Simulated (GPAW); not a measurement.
**CH4OSe (SMILES C[SeH]=O), run twice**

Wanted: the charge distribution of CH4OSe, PBE/plane waves (scalar-relativistic datasets, plane-wave cutoff 450 eV).

The results are computed with GPAW 26.7.0.

3 further runs of the same task are left out: 1 for a known fault of the program, 2 set aside as unsound or not needed.

### Step 1. Starting point

CH4OSe has 7 atoms, charge 0, and is taken as a singlet. SMILES: `C[SeH]=O`. Geometry: a GFN2-xTB relaxation, a rough one for these elements and not checked as a minimum.

Bond lengths: C1–Se2 1.969 Å, Se2–O3 1.593 Å, C1–H4 1.085 Å, C1–H5 1.088 Å, C1–H6 1.090 Å, Se2–H7 1.516 Å. Angles: C1–Se2–O3 103.7°, C1–Se2–H7 91.5°, O3–Se2–H7 104.7°, Se2–C1–H4 110.4°, Se2–C1–H5 107.5°, Se2–C1–H6 107.0°, H4–C1–H5 111.7°, H4–C1–H6 110.5°, H5–C1–H6 109.5°.

### Step 2. First attempt

Contents of CH4OSe.xyz:

```xyz
7

C     -0.557850     0.449760    -0.361270
Se     0.804680    -0.134110     0.934660
O      0.350550    -1.611640     1.320550
H     -0.228350     1.342960    -0.881090
H     -0.730870    -0.375380    -1.049490
H     -1.468020     0.650620     0.203040
H      1.829850    -0.322210    -0.166390
```

Contents of CH4OSe_sp.py:

```python
import numpy as np
from ase.io import read
from ase.units import Debye
from gpaw import GPAW, PW

molecule = read('CH4OSe.xyz')
molecule.center(vacuum=4.5)
molecule.set_initial_magnetic_moments([1 / len(molecule)] * len(molecule))

gpaw_calc = GPAW(mode={'name': 'pw', 'ecut': 450},
                 maxiter=80,
                 xc='PBE',
                 occupations={'name': 'fermi-dirac', 'width': 0.0, 'fixmagmom': True},
                 txt='-')
molecule.calc = gpaw_calc

energy = molecule.get_potential_energy()
print(f'Energy                  {energy:.5f} eV')
forces = molecule.get_forces()
print('Forces (eV/Ang)')
for symbol, f in zip(molecule.symbols, forces):
    print(f'{symbol:2} {f[0]:9.4f} {f[1]:9.4f} {f[2]:9.4f}')
dipole = molecule.get_dipole_moment() / Debye
print(f'Dipole: {np.linalg.norm(dipole):.3f} D')
```

Run with:

```bash
OMP_NUM_THREADS=1 python CH4OSe_sp.py
```

Log:

```text
[...]
  mode=PW(ecut=450),
[...]
Number of symmetries: 1
[...]
  Number of IBZ points: 1
[...]
Cutoff: 450.00000000000006 eV
Spin-components: 2 (collinear spins)
Bands:           16
[...]
  Valence electrons: 20.0
[...]
  Grid points: [63 60 56]
  Charge: 0.0  # |e|
[...]
    cutoffs:
[...]
occupation numbers:
  Fixed magnetic moment: 1.000
[...]
xc functional:
  name: PBE with 2 nearest neighbor stencil
[...]
|iter     |     time |      energy | eigst |  dens |  magmom |
[...]
|iter:   1| 00:00:03 |  -32.623623 | +0.45 |       |  +0.9982|
[...]
|iter:  13| 00:00:23 |  -28.759314c| -7.91c| -4.41c|  +1.0000|
Converged in 13 steps
[...]
Energy contributions relative to reference atoms: (reference = -69221.973196)
Energy contributions:
  Kinetic:          40.216168
  Coulomb:         -39.299441
  Zero:             -0.062004
  External:          0.000000
  Xc:              -29.614036
  Entropy:           0.000000
  Spinorbit:         0.000000
  ----------------------------
  Free energy:     -28.759314
  Extrapolated:    -28.759314
dipole moment: (-0.066270, 0.513623, -0.119007)  # |e|*Ang
Total magnetic moment: (0.000000, 0.000000, 1.000000)
Local magnetic moments
|        x |        y |         z |
|----------|----------|-----------|
| 0.000000 | 0.000000 |  0.019670 |  # C    0
| 0.000000 | 0.000000 |  0.094429 |  # Se   1
| 0.000000 | 0.000000 |  0.198304 |  # O    2
| 0.000000 | 0.000000 |  0.000498 |  # H    3
| 0.000000 | 0.000000 |  0.001891 |  # H    4
| 0.000000 | 0.000000 | -0.000391 |  # H    5
| 0.000000 | 0.000000 |  0.037033 |  # H    6
Fermi levels: -1.626, -6.025
Eigenvalues  # (at kpt = [0.000, 0.000, 0.000])
| band index |      eig [eV] | occ [0-1] |      eig [eV] | occ [0-1] |
|------------|---------------|-----------|---------------|-----------|
|          0 |       -25.808 |     1.000 |       -25.435 |     1.000 |
|        ... |               |           |               |           |
|          2 |       -16.435 |     1.000 |       -16.247 |     1.000 |
|          3 |       -11.691 |     1.000 |       -11.431 |     1.000 |
|          4 |       -11.049 |     1.000 |       -10.960 |     1.000 |
|          5 |       -10.550 |     1.000 |       -10.319 |     1.000 |
|          6 |       -10.143 |     1.000 |        -9.999 |     1.000 |
|          7 |        -9.416 |     1.000 |        -9.071 |     1.000 |
|          8 |        -7.159 |     1.000 |        -6.881 |     1.000 |
|          9 |        -6.805 |     1.000 |        -6.025 |     0.500 |
|         10 |        -1.626 |     0.500 |        -1.088 |     0.000 |
|         11 |        -1.274 |     0.000 |        -1.015 |     0.000 |
[...]
Gap: 4.399 eV
Transition (v -> c):
[...]
Forces (eV/Ang)
C    -0.2764   -0.0381    0.1336
Se    0.0389    4.4576    0.3349
O    -1.1128   -4.1645    1.0922
H     0.2965    0.3769   -0.2022
H     0.1422   -0.3037   -0.2588
H    -0.1224    0.0754    0.2119
H     0.9332   -0.3881   -1.2377
Dipole: 2.552 D
```

Run time: 24 s. Hardware: 1 thread of Arm Neoverse V2, shared host; peak memory 0.71 GiB.

### Step 3. Reading the log

The run finished; that doesn't make the result usable.

What is wrong: the spin state typed doesn't suit the molecule. Among its listed settings the sound run differs in this, and the input shows the rest: reference RKS in place of UKS; multiplicity 1 in place of 2.

### Step 4. Try two

Contents of molecule.xyz:

```xyz
7

C     -0.557850     0.449760    -0.361270
Se     0.804680    -0.134110     0.934660
O      0.350550    -1.611640     1.320550
H     -0.228350     1.342960    -0.881090
H     -0.730870    -0.375380    -1.049490
H     -1.468020     0.650620     0.203040
H      1.829850    -0.322210    -0.166390
```

Contents of calc.py:

```python
import numpy as np
from ase.io import read
from ase.units import Debye
from gpaw import GPAW, PW

atoms = read('molecule.xyz')
atoms.center(vacuum=4.5)

calculator = GPAW(mode=PW(450), xc='PBE', maxiter=100, txt='-')
atoms.calc = calculator

energy = atoms.get_potential_energy()
print(f'Energy: {energy:.5f} eV')
forces = atoms.get_forces()
print('Forces (eV/Ang)')
for symbol, f in zip(atoms.symbols, forces):
    print(f'{symbol:2} {f[0]:9.4f} {f[1]:9.4f} {f[2]:9.4f}')
dipole = atoms.get_dipole_moment() / Debye
print(f'Dipole                  {np.linalg.norm(dipole):.3f} D')
homo, lumo = calculator.get_homo_lumo()
print(f'HOMO                    {homo:.3f} eV')
print(f'LUMO                    {lumo:.3f} eV')
print(f'Gap = {lumo - homo:.3f} eV')
```

Run with:

```bash
python calc.py > calc.log
```

Log:

```text
[...]
  mode=PW(ecut=450.00000000000006),
[...]
Number of symmetries: 1
[...]
  Number of IBZ points: 1
[...]
Cutoff: 450.00000000000006 eV
Spin-components: 1 (collinear spins)
Bands:           16
[...]
  Valence electrons: 20.0
[...]
  Grid points: [63 60 56]
  Charge: 0.0  # |e|
[...]
    cutoffs:
[...]
occupation numbers:
  # Zero width
[...]
xc functional:
  name: PBE with 2 nearest neighbor stencil
[...]
|iter     |     time |      energy | eigst |  dens |
[...]
|iter:   1| 00:00:01 |  -35.630420 | +0.44 |       |
[...]
|iter:  11| 00:00:11 |  -30.931879c| -7.42c| -4.70c|
Converged in 11 steps
[...]
Energy contributions relative to reference atoms: (reference = -69221.973196)
Energy contributions:
  Kinetic:          39.038423
  Coulomb:         -38.866233
  Zero:             -0.058657
  External:          0.000000
  Xc:              -31.045412
  Entropy:           0.000000
  Spinorbit:         0.000000
  ----------------------------
  Free energy:     -30.931879
  Extrapolated:    -30.931879
dipole moment: (0.045957, 0.677821, -0.383943)  # |e|*Ang
Fermi level: -3.221
Eigenvalues  # (at kpt = [0.000, 0.000, 0.000])
| band index |      eig [eV] | occ [0-2] |
|------------|---------------|-----------|
|          0 |       -24.488 |     2.000 |
|        ... |               |           |
|          2 |       -15.876 |     2.000 |
|          3 |       -11.154 |     2.000 |
|          4 |       -10.620 |     2.000 |
|          5 |        -9.811 |     2.000 |
|          6 |        -9.543 |     2.000 |
|          7 |        -8.415 |     2.000 |
|          8 |        -6.080 |     2.000 |
|          9 |        -5.378 |     2.000 |
|         10 |        -1.063 |     0.000 |
|         11 |        -0.709 |     0.000 |
[...]
Gap: 4.315 eV
Transition (v -> c):
[...]
Forces (eV/Ang)
C    -0.1263   -0.0623   -0.0586
Se    0.7759    3.0970   -0.2998
O    -1.0638   -3.2908    1.0671
H     0.1535    0.3719   -0.2268
H     0.0237   -0.2033   -0.1844
H    -0.1426    0.0622    0.2038
H     0.2901    0.0385   -0.4224
Dipole                  3.748 D
HOMO                    -5.378 eV
LUMO                    -1.063 eV
Gap = 4.315 eV
```

Run time: 12 s. Hardware: 1 thread of Arm Neoverse V2, shared host; peak memory 0.49 GiB.

### Step 5. Summary of results

At PBE/plane waves (scalar-relativistic datasets, plane-wave cutoff 450 eV):

```
                                              quantity        value
energy as printed (from the program's reference atoms)  -30.9319 eV
                                         dipole moment       3.75 D
                   HOMO energy (from the vacuum level)     -5.68 eV
                   LUMO energy (from the vacuum level)     -1.37 eV
                                         HOMO–LUMO gap      4.31 eV
                              largest force on an atom   3.619 eV/Å
```

What this shows: The largest force is 3.62 eV/Å: the shape isn't a stationary point for this species at this level.
